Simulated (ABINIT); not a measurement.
A run of ABINIT 10.8.3 (patched build):

The input run.abi:

```
# Pseudopotentials
pp_dirpath "./"
pseudos "W.GGA_PBE-JTH.xml, Ta.GGA_PBE-JTH.xml, C.GGA_PBE-JTH.xml"

# Structure
acell 3*1.0
rprim
     2.9703757337     1.7149472294     9.6406639719
    -2.9703757337     1.7149472294     9.6406639719
     0.0000000000    -3.4298944590     9.6406639719
ntypat 3
znucl 74 73 6
natom 4
typat 1 2 3 3
xcart
     0.0000000000     0.0000000000     0.0000000000
     0.0000000000    -0.0000000001     7.6524295078
     0.0000000000     0.0000000000     3.8404941874
     0.0000000000    -0.0000000001    11.4643648283 Angstrom

# Plane-wave basis
ecut 19.0
pawecutdg 38.0
pawxcdev 0

# k points
kptopt 1
ngkpt 10 10 10
nshiftk 1
shiftk 0.0 0.0 0.0

# Exchange and correlation
ixc -116133

# Bands and occupations
nband 22
occopt 3
tsmear 0.00183747

# SCF cycle
nstep 100
tolvrs 1.0e-9

# Output
iomode 3
prtwf 0
prteig 0
prtebands 0
enunit 1
prtden 1
prtvha 1
prtvclmb 1
prtpot 1
```

Potentials or basis: JTH PAW PBE v2.0.

Launch:

```console
$ abinit run.abi > log 2>&1
```

Hardware: 1 thread of Intel(R) Xeon(R) 6975P-C (Granite Rapids) (shared host).

Problem. How long does it take, and how much memory?

Solution. Wall time 3.4 min on 1 thread of Intel(R) Xeon(R) 6975P-C (Granite Rapids), on a shared host, peak memory 0.28 GiB. Counts: scf iterations 14, mpi ranks 1, k points 116, bands 22, plane waves 1184.
